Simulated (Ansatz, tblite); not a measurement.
**B(phosphinine)H3 (C5H8BP): charged states by level of theory**

What does removing or adding an electron cost or gain for B(phosphinine)H3 (C5H8BP)? Each charged state is run at several levels.

Program: Ansatz 0.2.0, Gaussian basis. Level of theory: as each input shows. These are calculated values, not measurements.

The runs, in order: charge +1 doublet, at the geometry of the singlet (PBE0-D4/def2-TZVP, PBE-D4/def2-TZVP, revPBE-D4/def2-TZVP, CCSD(T)/def2-SVP); charge -1 doublet, at the geometry of the singlet (PBE-D4/def2-TZVPD, revPBE-D4/def2-TZVPD); the starting singlet's energies come from earlier runs.

2 further runs of the same task are left out: 1 that didn't finish, 1 set aside as unsound or not needed.

## 1. The relaxed structure

The singlet was relaxed beforehand with PBE0-D4/def2-SVP.

15 atoms, charge 0, spin multiplicity 1.

Atoms are counted from 1 here; the program's logs count them from 0.

Bond lengths: B1–P2 1.913 Å, B1–H13 1.220 Å, B1–H14 1.220 Å, B1–H15 1.222 Å, P2–C3 1.713 Å, P2–C7 1.713 Å, C3–C4 1.392 Å, C3–H8 1.093 Å, C4–C5 1.396 Å, C4–H9 1.094 Å, C5–C6 1.396 Å, C5–H10 1.092 Å, C6–C7 1.392 Å, C6–H11 1.094 Å, C7–H12 1.093 Å. Angles: P2–B1–H13 104.0°, P2–B1–H14 103.9°, P2–B1–H15 104.4°, H13–B1–H14 115.3°, H13–B1–H15 113.7°, H14–B1–H15 113.8°, B1–P2–C3 127.6°, B1–P2–C7 127.6°, C3–P2–C7 104.8°, P2–C3–C4 122.2°, P2–C3–H8 117.8°, C4–C3–H8 120.0°, C3–C4–C5 123.9°, C3–C4–H9 118.0°, C5–C4–H9 118.1°, C4–C5–C6 123.0°, C4–C5–H10 118.5°, C6–C5–H10 118.5° and more.

## 2. Charge +1 doublet at the fixed geometry, PBE0-D4/def2-TZVP

File in.yaml:

```yaml
crystal:
  periodic: [false, false, false]
  atoms:
    - {symbol: B, position_ang: [1.019394, 1.652825, -1.982684]}
    - {symbol: P, position_ang: [0.327857, 0.531439, -0.595949]}
    - {symbol: C, position_ang: [-1.221949, 0.604187, 0.130071]}
    - {symbol: C, position_ang: [-1.627195, -0.300974, 1.107165]}
    - {symbol: C, position_ang: [-0.827242, -1.341033, 1.584128]}
    - {symbol: C, position_ang: [0.470972, -1.573529, 1.125829]}
    - {symbol: C, position_ang: [1.099123, -0.803665, 0.150822]}
    - {symbol: H, position_ang: [-1.899406, 1.399244, -0.193277]}
    - {symbol: H, position_ang: [-2.631602, -0.188251, 1.526702]}
    - {symbol: H, position_ang: [-1.234800, -2.001700, 2.352506]}
    - {symbol: H, position_ang: [1.029426, -2.408885, 1.559296]}
    - {symbol: H, position_ang: [2.121333, -1.039762, -0.157389]}
    - {symbol: H, position_ang: [2.220114, 1.682186, -1.768248]}
    - {symbol: H, position_ang: [0.435448, 2.711764, -1.821451]}
    - {symbol: H, position_ang: [0.718516, 1.076164, -3.017539]}
basis:
  gaussian: {orbitals: def2-TZVP}
total_charge: 1
magnetization: {spin_polarized: true, initial_magnetization: 1}
hamiltonian: {xc: pbe0, dispersion: d4}
scf: {omitted_lower_state_checks: [starts]}
output: {orbitals: {seedname: orbitals}}
```

On the command line:

```
> ansatz run in.yaml --threads 4 --pin off --events-out ev --progress --plain --max-ram 4787MiB
```

The program printed:

```text
Functional definition: PBE0
  name "PBE0"
  cite "Adamo & Barone, J. Chem. Phys. 110, 6158 (1999) doi:10.1063/1.478522"
  cite "Perdew, Burke & Ernzerhof, Phys. Rev. Lett. 77, 3865 (1996) doi:10.1103/PhysRevLett.77.3865"
  parent pbe
  parameter a = 0.25
  parameter kappa = 0.804
  parameter beta = 0.06672455060314922
  exchange = (1 - a)*pbe_x(kappa = kappa, mu = beta*pi^2/3) + a*exact_x
  correlation = pbe_c(beta = beta)
these checks for a lower state are left out or cut short: starts
1703 factors; their error is unknown
mean field evaluation 1: about -15248.1158 eV, gradient 5.3e1 eV
mean field evaluation 2: about -15233.9129 eV, gradient 7.1e1 eV
mean field evaluation 4: about -15261.6960 eV, gradient 7.3e0 eV
mean field evaluation 8: about -15262.0399 eV, gradient 2.5e-1 eV
mean field evaluation 16: about -15262.0343 eV, gradient 7.4e-3 eV
mean field -15262.03431096 eV, -560.8694159493 hartree, gradient 1.8e-5 eV, S^2 0.770495; 0 other end points of the search recorded, 0 dependent functions left out
reference -15262.03435021 eV, -560.8694173919 hartree; 29, 28 occupied and 242, 243 virtual orbitals, 1703 factors
Total energy: -15262.36674969 eV, -560.8816328473 hartree
Checks for a lower state left out: starts
```

Run time: 26 s. Hardware: 4 threads of Intel Xeon at 2.50GHz, shared host; peak memory 1.1 GiB.

HOMO -13.11 eV, LUMO -10.80 eV (over both spins); ⟨S²⟩ 0.770 (pure: 0.75).

## 3. Charge +1 doublet at the fixed geometry, PBE-D4/def2-TZVP

start.molden holds the orbitals of an earlier run on this state, given as this run's starting guess.

in.yaml, as its differences from that of step 2:

```diff
@@ -19,6 +19,6 @@
 basis:
-  gaussian: {orbitals: def2-TZVP}
+  gaussian: {orbitals: def2-TZVP, initial_orbitals: start.molden}
 total_charge: 1
 magnetization: {spin_polarized: true, initial_magnetization: 1}
-hamiltonian: {xc: pbe0, dispersion: d4}
+hamiltonian: {xc: pbe, dispersion: d4}
 scf: {omitted_lower_state_checks: [starts]}
```

The command is unchanged.

The program printed:

```text
Functional definition: PBE
  name "PBE"
  cite "Perdew, Burke & Ernzerhof, Phys. Rev. Lett. 77, 3865 (1996) doi:10.1103/PhysRevLett.77.3865"
  parent pbe
  parameter kappa = 0.804
  parameter beta = 0.06672455060314922
  exchange = pbe_x(kappa = kappa, mu = beta*pi^2/3)
  correlation = pbe_c(beta = beta)
these checks for a lower state are left out or cut short: starts
1691 factors; their error is unknown
mean field evaluation 1: about -15260.5988 eV, gradient 8.0e0 eV
mean field evaluation 2: about -15260.7514 eV, gradient 2.3e-1 eV
mean field evaluation 4: about -15260.6999 eV, gradient 1.1e-2 eV
mean field evaluation 8: about -15260.6999 eV, gradient 9.3e-6 eV
mean field -15260.69985633 eV, -560.8203756462 hartree, gradient 9.3e-6 eV, S^2 0.755127; 0 other end points of the search recorded, 0 dependent functions left out
reference -15260.69990808 eV, -560.8203775479 hartree; 29, 28 occupied and 242, 243 virtual orbitals, 1691 factors
Total energy: -15261.09296835 eV, -560.8348222467 hartree
Checks for a lower state left out: starts
```

Run time: 12 s. Hardware: 4 threads of Intel Xeon at 2.50GHz, shared host.

Report: HOMO -12.01 eV, LUMO -11.42 eV (over both spins); ⟨S²⟩ 0.755 (pure: 0.75).

## 4. Charge +1 doublet at the fixed geometry, revPBE-D4/def2-TZVP

in.yaml, as its differences from that of step 3:

```diff
@@ -22,3 +22,3 @@
 magnetization: {spin_polarized: true, initial_magnetization: 1}
-hamiltonian: {xc: pbe, dispersion: d4}
+hamiltonian: {xc: {name: revPBE}, dispersion: d4}
 scf: {omitted_lower_state_checks: [starts]}
```

The command is unchanged.

The program printed:

```text
Functional definition: revPBE
  name "revPBE"
  cite "Zhang & Yang, Phys. Rev. Lett. 80, 890 (1998) doi:10.1103/PhysRevLett.80.890"
  cite "Perdew, Burke & Ernzerhof, Phys. Rev. Lett. 77, 3865 (1996) doi:10.1103/PhysRevLett.77.3865"
  parameter kappa = 1.245
  parameter beta = 0.06672455060314922
  exchange = pbe_x(kappa = kappa, mu = beta*pi^2/3)
  correlation = pbe_c(beta = beta)
these checks for a lower state are left out or cut short: starts
1691 factors; their error is unknown
mean field evaluation 1: about -15269.8369 eV, gradient 7.9e0 eV
mean field evaluation 2: about -15269.9590 eV, gradient 2.1e-1 eV
mean field evaluation 4: about -15269.9066 eV, gradient 1.1e-2 eV
mean field evaluation 8: about -15269.9065 eV, gradient 2.4e-5 eV
mean field -15269.90654612 eV, -561.1587152556 hartree, gradient 2.4e-5 eV, S^2 0.755725; 0 other end points of the search recorded, 0 dependent functions left out
reference -15269.90661037 eV, -561.1587176165 hartree; 29, 28 occupied and 242, 243 virtual orbitals, 1691 factors
Total energy: -15271.11925933 eV, -561.2032816439 hartree
Checks for a lower state left out: starts
```

Wall time 14 s (4 threads of Intel Xeon at 2.50GHz, shared host).

From the report: HOMO -11.97 eV, LUMO -11.35 eV (over both spins); ⟨S²⟩ 0.756 (pure: 0.75).

## 5. Charge +1 doublet at the fixed geometry, CCSD(T)/def2-SVP

in.yaml, as its differences from that of step 4:

```diff
@@ -19,7 +19,7 @@
 basis:
-  gaussian: {orbitals: def2-TZVP, initial_orbitals: start.molden}
+  gaussian: {orbitals: def2-SVP, initial_orbitals: start.molden}
 total_charge: 1
 magnetization: {spin_polarized: true, initial_magnetization: 1}
-hamiltonian: {xc: {name: revPBE}, dispersion: d4}
-scf: {omitted_lower_state_checks: [starts]}
+correlation: {method: ccsd_t}
+scf: {omitted_lower_state_checks: [starts, cluster_reference]}
 output: {orbitals: {seedname: orbitals}}
```

Launched as before.

The program printed (excerpt; [...] marks lines left out):

```text
Functional definition: HF
  name "HF"
  cite "Fock, Z. Phys. 61, 126 (1930) doi:10.1007/BF01340294"
  parent pbe
[...]
1447 factors; integrals over basis functions are off by at most 1.3e-3 eV
[...]
mean field -15205.70211950 eV, -558.7992460966 hartree, gradient 3.1e-6 eV, S^2 1.001877; 0 other end points of the search recorded, 0 dependent functions left out
11 core orbitals not correlated: weight in the atoms' cores, before any rotation towards them, 1.000 or more for the frozen orbitals, at most 0.000 for the correlated occupied ones
reference -15205.70211950 eV, -558.7992460966 hartree; 18, 17 occupied and 113, 114 virtual orbitals, 1447 factors
second order -22.41219613 eV of doubles, -0.00000000 eV of singles
cycle   1  -23.51261105 eV  change    -1.1e0 eV  update   1.5e-1
[...]
cycle  14  -24.62841536 eV  change   -2.2e-5 eV  update   3.5e-5
perturbative correction -1.11598252 eV, -0.0410116011 hartree
Total energy: -15231.44651738 eV, -559.7453352685 hartree
Checks for a lower state left out: starts, cluster_reference
```

It took 2.5 min on 4 threads of Intel Xeon at 2.50GHz, shared host; peak memory 2.7 GiB.

From the report: Hartree-Fock HOMO -15.91 eV, LUMO -7.49 eV (over both spins); ⟨S²⟩ 1.002 (pure: 0.75); T1 0.036. Doubts: spin contamination.

## 6. Vertical ionisation energy

Charged state less starting state, singlet to doublet; the starting state's energies are those of its earlier runs.

| level | vertical ionisation energy (eV) | time |
| --- | --- | --- |
| HF/def2-SVP† | +8.29 |  |
| PBE-D4/def2-TZVP | +8.94 | 22 s |
| revPBE-D4/def2-TZVP | +8.97 | 21 s |
| PBE0-D4/def2-TZVP | +9.11 | 37 s |
| MP2/def2-SVP† | +9.88 |  |
| CCSD/def2-SVP† | +9.22 |  |
| CCSD(T)/def2-SVP† | +9.26 | 3.1 min |

Times add the two runs; a level without a time comes out of a correlated run. † marks a level with a doubtful state (flagged, unstable, out of aufbau order, or strongly spin-contaminated); such levels are left out of the summary. CCSD(T)/def2-SVP is no safe reference here (spin contamination).

Beside −ε(HOMO) of the starting state:

| level | −ε(HOMO) (eV) | by difference (eV) | mismatch (eV) |
| --- | --- | --- | --- |
| PBE-D4/def2-TZVP | 6.39 | 8.94 | -2.55 |
| revPBE-D4/def2-TZVP | 6.33 | 8.97 | -2.63 |
| PBE0-D4/def2-TZVP | 7.36 | 9.11 | -1.75 |

## 7. Charge -1 doublet at the fixed geometry, PBE-D4/def2-TZVPD

in.yaml, as its differences from that of step 5:

```diff
@@ -19,7 +19,7 @@
 basis:
-  gaussian: {orbitals: def2-SVP, initial_orbitals: start.molden}
-total_charge: 1
+  gaussian: {orbitals: def2-TZVPD}
+total_charge: -1
 magnetization: {spin_polarized: true, initial_magnetization: 1}
-correlation: {method: ccsd_t}
-scf: {omitted_lower_state_checks: [starts, cluster_reference]}
+hamiltonian: {xc: pbe, dispersion: d4}
+scf: {omitted_lower_state_checks: [starts]}
 output: {orbitals: {seedname: orbitals}}
```

Same command.

The program printed:

```text
Functional definition: PBE
  name "PBE"
  cite "Perdew, Burke & Ernzerhof, Phys. Rev. Lett. 77, 3865 (1996) doi:10.1103/PhysRevLett.77.3865"
  parent pbe
  parameter kappa = 0.804
  parameter beta = 0.06672455060314922
  exchange = pbe_x(kappa = kappa, mu = beta*pi^2/3)
  correlation = pbe_c(beta = beta)
these checks for a lower state are left out or cut short: starts
1718 factors; their error is unknown
mean field evaluation 1: about -15251.2308 eV, gradient 5.9e1 eV
mean field evaluation 2: about -15184.0927 eV, gradient 1.2e2 eV
mean field evaluation 4: about -15267.7682 eV, gradient 1.8e1 eV
mean field evaluation 8: about -15269.8867 eV, gradient 1.3e0 eV
mean field evaluation 16: about -15269.8323 eV, gradient 1.7e-2 eV
mean field evaluation 32: about -15269.8323 eV, gradient 1.8e-5 eV
mean field -15269.83233522 eV, -561.1559880552 hartree, gradient 6.3e-6 eV, S^2 0.754528; 0 other end points of the search recorded, 0 dependent functions left out
reference -15269.83240542 eV, -561.1559906351 hartree; 30, 29 occupied and 307, 308 virtual orbitals, 1718 factors
Total energy: -15270.31339906 eV, -561.1736668253 hartree
Checks for a lower state left out: starts
```

Run time: 44 s. Hardware: 4 threads of Intel Xeon at 2.50GHz, shared host; peak memory 1.6 GiB.

HOMO 2.22 eV, LUMO 2.56 eV (over both spins); ⟨S²⟩ 0.755 (pure: 0.75). Doubts: highest occupied level lies above zero.

## 8. Charge -1 doublet at the fixed geometry, revPBE-D4/def2-TZVPD

in.yaml, as its differences from that of step 7:

```diff
@@ -19,6 +19,6 @@
 basis:
-  gaussian: {orbitals: def2-TZVPD}
+  gaussian: {orbitals: def2-TZVPD, initial_orbitals: start.molden}
 total_charge: -1
 magnetization: {spin_polarized: true, initial_magnetization: 1}
-hamiltonian: {xc: pbe, dispersion: d4}
+hamiltonian: {xc: {name: revPBE}, dispersion: d4}
 scf: {omitted_lower_state_checks: [starts]}
```

The command is unchanged.

The program printed:

```text
Functional definition: revPBE
  name "revPBE"
  cite "Zhang & Yang, Phys. Rev. Lett. 80, 890 (1998) doi:10.1103/PhysRevLett.80.890"
  cite "Perdew, Burke & Ernzerhof, Phys. Rev. Lett. 77, 3865 (1996) doi:10.1103/PhysRevLett.77.3865"
  parameter kappa = 1.245
  parameter beta = 0.06672455060314922
  exchange = pbe_x(kappa = kappa, mu = beta*pi^2/3)
  correlation = pbe_c(beta = beta)
these checks for a lower state are left out or cut short: starts
1718 factors; their error is unknown
mean field evaluation 1: about -15278.9673 eV, gradient 4.4e0 eV
mean field evaluation 2: about -15278.9899 eV, gradient 3.0e-2 eV
mean field evaluation 4: about -15278.9258 eV, gradient 6.5e-4 eV
mean field evaluation 8: about -15278.9258 eV, gradient 6.8e-6 eV
mean field -15278.92582656 eV, -561.4901676982 hartree, gradient 6.8e-6 eV, S^2 0.755125; 0 other end points of the search recorded, 0 dependent functions left out
reference -15278.92591487 eV, -561.4901709435 hartree; 30, 29 occupied and 307, 308 virtual orbitals, 1718 factors
Total energy: -15280.41855829 eV, -561.5450245773 hartree
Checks for a lower state left out: starts
```

Run time: 34 s. Hardware: 4 threads of Intel Xeon at 2.50GHz, shared host; peak memory 1.5 GiB.

From the report: HOMO 2.27 eV, LUMO 2.65 eV (over both spins); ⟨S²⟩ 0.755 (pure: 0.75). Doubts: highest occupied level lies above zero.

## 9. Vertical electron affinity

Starting state less charged state (positive: the electron is bound), singlet to doublet; the starting state's energies are those of its earlier runs.

| level | vertical electron affinity (eV) | time |
| --- | --- | --- |
| PBE-D4/def2-TZVPD | +0.25 | 54 s |
| revPBE-D4/def2-TZVPD | +0.30 | 43 s |

Times add the two runs; a level without a time comes out of a correlated run.

Beside −ε(LUMO) of the starting state:

| level | −ε(LUMO) (eV) | by difference (eV) | mismatch (eV) |
| --- | --- | --- | --- |
| PBE-D4/def2-TZVPD | 2.65 | 0.25 | +2.40 |
| revPBE-D4/def2-TZVPD | 2.59 | 0.30 | +2.28 |

## 10. Results

| quantity | value |
| --- | --- |
| vertical ionisation energy, functionals in def2-TZVP | 8.94 (PBE-D4) to 9.11 eV (PBE0-D4) |
| vertical electron affinity, functionals in def2-TZVPD | 0.25 (PBE-D4) to 0.30 eV (revPBE-D4) |

What this shows: The vertical ionisation energy spans 8.94 to 9.11 eV over the functionals. −ε(HOMO) misses the level's own difference by -1.75 eV at best (PBE0-D4) and -2.63 eV at worst (revPBE-D4). The vertical electron affinity spans 0.25 to 0.30 eV over the functionals. The anion's highest level lies above zero where self-interaction lifts it, so diffuse functions weigh on these values. −ε(LUMO) misses the level's own difference by +2.28 eV at best (revPBE-D4) and +2.40 eV at worst (PBE-D4).
